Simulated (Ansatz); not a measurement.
# Sc4Mo: the cost of one run

Method: DFT PBE, scalar-relativistic, plane waves, PAW, in Ansatz 0.2.0.

1 further run of the same task is left out (it didn't finish).

## Step 1: The system as given

Symmetry: Pm-3m, No. 221, cubic system. Conventional cell: a = 4.409 Å, b = 4.409 Å, c = 4.409 Å, α = 90.00°, β = 90.00°, γ = 90.00°. Around Sc (site symmetry m-3m) lie 6 Sc at 2.20 Å. Around Sc (site symmetry 4/mmm) lie 2 Sc at 2.20 Å. Around Mo (site symmetry m-3m) lie 12 Sc at 3.12 Å.

As a file:

```cif
data_structure
_symmetry_space_group_name_H-M 'Pm-3m'
_symmetry_Int_Tables_number 221
_cell_length_a 4.4089
_cell_length_b 4.4089
_cell_length_c 4.4089
_cell_angle_alpha 90.000
_cell_angle_beta 90.000
_cell_angle_gamma 90.000
_cell_volume 85.70
loop_
_atom_site_label
_atom_site_type_symbol
_atom_site_symmetry_multiplicity
_atom_site_Wyckoff_symbol
_atom_site_fract_x
_atom_site_fract_y
_atom_site_fract_z
_atom_site_occupancy
Sc1 Sc 1 b 0.50000 0.50000 0.50000 1
Sc2 Sc 3 c 0.00000 0.50000 0.50000 1
Mo1 Mo 1 a 0.00000 0.00000 0.00000 1
```

The cell is invented: species swapped into a database cell of Mn4N (Pm-3m, No. 221). Lengths come from tabulated atomic sizes and are only a guess.

## Step 2: Probe: one point on a coarse mesh

Input file input.yaml:

```yaml
crystal:
  lattice:
    - [4.40892281, 0.0, 0.0]
    - [0.0, 4.40892281, 0.0]
    - [0.0, 0.0, 4.40892281]
  atoms:
    - { symbol: Sc, position: [0.5, 0.5, 0.5] }
    - { symbol: Sc, position: [0.0, 0.5, 0.5] }
    - { symbol: Sc, position: [0.5, 0.0, 0.5] }
    - { symbol: Sc, position: [0.5, 0.5, 0.0] }
    - { symbol: Mo, position: [0.0, 0.0, 0.0] }
basis:
  ecutwfc: 420
kpoints:
  mp_grid: { grid: [4, 4, 4] }
hamiltonian:
  xc: pbe
scf:
  occupations: { method: gaussian, width: 0.1 }
  lower_state_search: "off"
output:
  forces: true
  stress: true
  eigenvalues: true
```

On the command line:

```console
$ ansatz run input.yaml --threads 1 --pin off --max-ram 2560MiB --backend cpu --events-out ev --progress --plain --runs-dir out
```

**Question.** How long does this run take on 1 thread of Intel Xeon Platinum 8488C (Sapphire Rapids), shared host, and how much memory does it need?

About 1.6 s, with a peak of 0.41 GiB.
